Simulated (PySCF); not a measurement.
**HF/3-21G run of BSiNH5Cl (SMILES BN[SiH2]Cl)**

What is the vertical ionisation energy of BSiNH5Cl at HF/3-21G? The job is set up through a Python script.

Program for the calculation: PySCF 2.14.0.

## (1) The molecule

The species is BSiNH5Cl (9 atoms), meant as a singlet with charge 0. As SMILES, `BN[SiH2]Cl`. The coordinates come from a PBE0-D4/def2-TZVP relaxation. This is one conformer, not always the lowest.

Bond lengths: B1–N2 1.403 Å, N2–Si3 1.730 Å, Si3–Cl4 2.055 Å, B1–H5 1.197 Å, B1–H6 1.196 Å, N2–H7 1.011 Å, Si3–H8 1.480 Å, Si3–H9 1.475 Å. Some angles: B1–N2–Si3 125.7°, N2–Si3–Cl4 111.1°, B1–N2–H7 117.2°, Si3–N2–H7 117.1°, N2–B1–H5 118.7°, N2–B1–H6 119.6°, N2–Si3–H8 110.0°, N2–Si3–H9 108.1°, Cl4–Si3–H8 106.1°, Cl4–Si3–H9 108.6°.

## (2) The energy at HF/3-21G

File job.py:

```python
# BN[SiH2]Cl
from pyscf import gto

mol = gto.M(
    atom='''
B     -0.200311     2.969705     0.063495
N     -0.077668     0.547265     1.132324
Si    -0.051967    -2.268427    -0.527612
Cl     3.479175    -3.885277    -0.478857
H     -0.318419     3.160189    -2.187358
H     -0.196343     4.786676     1.408980
H      0.042519     0.436527     3.036223
H     -1.765193    -4.111477     0.691829
H     -0.744174    -1.722863    -3.171338
''',
    max_memory=1860,
    unit='bohr',
    charge=0,
    verbose=3,
    basis='3-21g',
)

mf = mol.RHF()
mf.conv_tol = 1e-10
mf.kernel()
if not mf.converged:
    mf = mf.newton().run(mf.mo_coeff, mf.mo_occ)

e_final = mf.e_tot
print('E = %.10f Eh' % e_final)
```

Started as:

```console
$ OMP_NUM_THREADS=1 python job.py
```

Standard output:

```text
converged SCF energy = -826.385496736397
E = -826.3854967364 Eh
```

It took 0.95 s on 1 thread of Arm Neoverse V1, shared host; peak memory 0.12 GiB.

## (3) The doublet cation at the same level

File calc.py:

```python
from pyscf import gto

mol = gto.M(
    atom='''
B   -0.106000   1.571500   0.033600
N   -0.041100   0.289600   0.599200
Si  -0.027500  -1.200400  -0.279200
Cl   1.841100  -2.056000  -0.253400
H   -0.168500   1.672300  -1.157500
H   -0.103900   2.533000   0.745600
H    0.022500   0.231000   1.606700
H   -0.934100  -2.175700   0.366100
H   -0.393800  -0.911700  -1.678200
''',
    charge=1,
    basis='3-21g',
    spin=1,
    max_memory=1860,
    verbose=3,
)

mf = mol.UHF()
mf.conv_tol = 1e-10
mf.kernel()
if not mf.converged:
    mf = mf.newton().run(mf.mo_coeff, mf.mo_occ)

e_final = mf.e_tot
print(f'total energy: {e_final:.8f} hartree')
```

Started as:

```console
$ OMP_NUM_THREADS=1 python calc.py
```

Standard output:

```text
converged SCF energy = -825.955286552246  <S^2> = 0.78129119  2S+1 = 2.0310502
total energy: -825.95528655 hartree
```

Run time: 1.5 s. Hardware: 1 thread of Arm Neoverse V1, shared host; peak memory 0.12 GiB.

## (4) Summary of results

At HF/3-21G:

| quantity | value |
| --- | --- |
| singlet BSiNH5Cl: total energy | -826.38550 Eh |
| singlet BSiNH5Cl: dipole moment | 2.59 D |
| singlet BSiNH5Cl: HOMO energy | -12.18 eV |
| singlet BSiNH5Cl: LUMO energy | 3.44 eV |
| singlet BSiNH5Cl: HOMO–LUMO gap | 15.61 eV |
| doublet cation: total energy | -825.95529 Eh |
| doublet cation: HOMO energy (highest over α and β) | -16.35 eV |
| doublet cation: LUMO energy (lowest over α and β) | -10.64 eV |
| doublet cation: ⟨S²⟩ | 0.781 |
| vertical ionisation energy (to the doublet cation) | 11.707 eV |

**Reading.** The vertical ionisation energy comes to 11.71 eV (1130 kJ/mol). The negative HOMO energy of the first species, 12.18 eV, lies 0.47 eV above that difference. Mulliken charges (singlet BSiNH5Cl) run from -1.10 on N2 to +1.30 on Si3. Mulliken charges (doublet cation) run from -1.06 on N2 to +1.27 on Si3; they depend strongly on the basis.
